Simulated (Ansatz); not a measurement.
I need a relaxed scan of one distance of CHClSe, SMILES ClC=[Se]. Use Ansatz 0.2.0, Python API. Use (for the species named): PBE0, def2-SVP basis, multiplicity 1, D4 dispersion.

```xyz
4

Cl    1.3290   -0.0569   -0.9731
C    -0.0068   -0.0996    0.2059
Se   -1.5204    0.6494   -0.4177
H     0.2537   -0.5531    1.1646
```

`chclse.py`:
```python
'''Relaxed scan of one distance in CHClSe.'''

import warnings

import ansatz as az
import numpy as np

BASIS = 'def2-SVP'
FUNCTIONAL = 'PBE0'
VDW = 'd4'

warnings.simplefilter('ignore', az.DeckWarning)

geometry = (
    az.Crystal.molecule()
    .atom('Cl', (1.329, -0.0569, -0.9731))
    .atom('C', (-0.0068, -0.0996, 0.2059))
    .atom('Se', (-1.5204, 0.6494, -0.4177))
    .atom('H', (0.2537, -0.5531, 1.1646))
)

base = geometry.calculation().basis(gaussian=BASIS).functional(FUNCTIONAL, dispersion=VDW)
symbols = [site.symbol for site in geometry.cartesian_sites]
pairs = [(0, 1), (1, 2), (1, 3)]
print('held (A)   E (eV)        ', '  '.join(f'{symbols[i]}{i}-{symbols[j]}{j}' for i, j in pairs))
for length in [1.66, 1.8, 1.94, 2.16, 2.43]:
    rep = base.relax(constraints=[az.DistanceConstraint((1, 2), at=length)], force_tolerance=0.02, max_steps=60).run().report
    xyz = np.array(rep['positions_ang'])
    print(f'{length:6.2f} {rep["free_energy_ev"]:14.5f}  ', '  '.join(f'{np.linalg.norm(xyz[i] - xyz[j]):.3f}' for i, j in pairs))
```

Running `python chclse.py` prints:
```text
held (A)   E (eV)         Cl0-C1  C1-Se2  C1-H3
  1.66   -78898.66468   1.735  1.660  1.099
  1.80   -78898.74750   1.704  1.800  1.097
  1.94   -78898.30289   1.684  1.940  1.097
  2.16   -78897.19198   1.661  2.160  1.097
  2.43   -78895.75500   1.645  2.430  1.098
```

Notes:
- Total energies depend on the basis set; only differences at equal settings carry meaning.
- The energies are electronic: no zero-point or thermal terms, and the basis set is short of its limit.
- The script silences the warnings on its input, which a real study should read.
- The whole script took 65 s on 1 thread of Arm Neoverse V2, on a shared host, peak memory 0.21 GiB.
